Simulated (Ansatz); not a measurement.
# F₃HHfO: how energies converge with the basis set

How large a basis does F₃HHfO need? Two functionals are run in growing sets.

The runs use Ansatz 0.2.0, Gaussian basis; one geometry, several basis sets.

The runs, in order: PBE0-D4/def2-SVP; ωB97M-V/def2-SVP; PBE0-D4/def2-QZVPP; ωB97M-V/def2-QZVPP; the functionals' def2-TZVPP values are taken from earlier runs.

**1. The geometry**

An earlier PBE0-D4 in a triple-zeta def2 set relaxation fixed the geometry. Hf takes the def2 core potential; no spin-orbit term is included.

SMILES `[OH][Hf]([F])([F])[F]`, 6 atoms, charge 0, spin multiplicity 1.

Atoms are counted from 1 here; the program's logs count them from 0.

Bond lengths: O1–Hf2 1.901 Å, O1–H6 0.951 Å, Hf2–F3 1.906 Å, Hf2–F4 1.906 Å, Hf2–F5 1.906 Å. Angles: Hf2–O1–H6 179.1°, O1–Hf2–F3 110.1°, O1–Hf2–F4 110.0°, O1–Hf2–F5 110.1°, F3–Hf2–F4 108.9°, F3–Hf2–F5 108.8°, F4–Hf2–F5 108.9°.

As a file:

```xyz
6
charge 0, multiplicity 1
O    -0.99526    0.58085    0.83337
Hf    0.32976   -0.20206   -0.28255
F     1.52203   -1.26214    0.76086
F    -0.49432   -1.31228   -1.59507
F     1.32921    1.16007   -1.16568
H    -1.64942    0.97157    1.40296
```

**2. PBE0-D4 in def2-SVP**

File in.yaml:

```yaml
crystal:
  periodic: [false, false, false]
  atoms:
    - {symbol: O, position_ang: [-0.995255, 0.580849, 0.833375]}
    - {symbol: Hf, position_ang: [0.329756, -0.202065, -0.282547]}
    - {symbol: F, position_ang: [1.522027, -1.262144, 0.760858]}
    - {symbol: F, position_ang: [-0.494316, -1.312276, -1.595074]}
    - {symbol: F, position_ang: [1.329208, 1.160070, -1.165677]}
    - {symbol: H, position_ang: [-1.649418, 0.971566, 1.402964]}
basis:
  gaussian: {orbitals: def2-SVP}
hamiltonian: {xc: pbe0, dispersion: d4}
output: {orbitals: {seedname: orbitals}}
```

After this run come: ωB97M-V in def2-SVP; PBE0-D4 in def2-QZVPP; ωB97M-V in def2-QZVPP.

Q: Predict the results of all the runs planned. Wanted: PBE0-D4: double and triple zeta above quadruple; ωB97M-V: double and triple zeta above quadruple.

As calculated:

| quantity | value |
| --- | --- |
| PBE0-D4: double and triple zeta above quadruple | 13.69, 0.58 eV |
| ωB97M-V: double and triple zeta above quadruple | 13.92, 0.54 eV |

For PBE0-D4 the step from double to triple zeta gains 13.11 eV and the next only 0.58 eV. Total energies overstate the basis error of differences, where much of it tends to cancel. The LUMO of ωB97M-V is positive and keeps falling with the basis (0.72 to 0.21 eV): an unbound level that the basis holds in place.
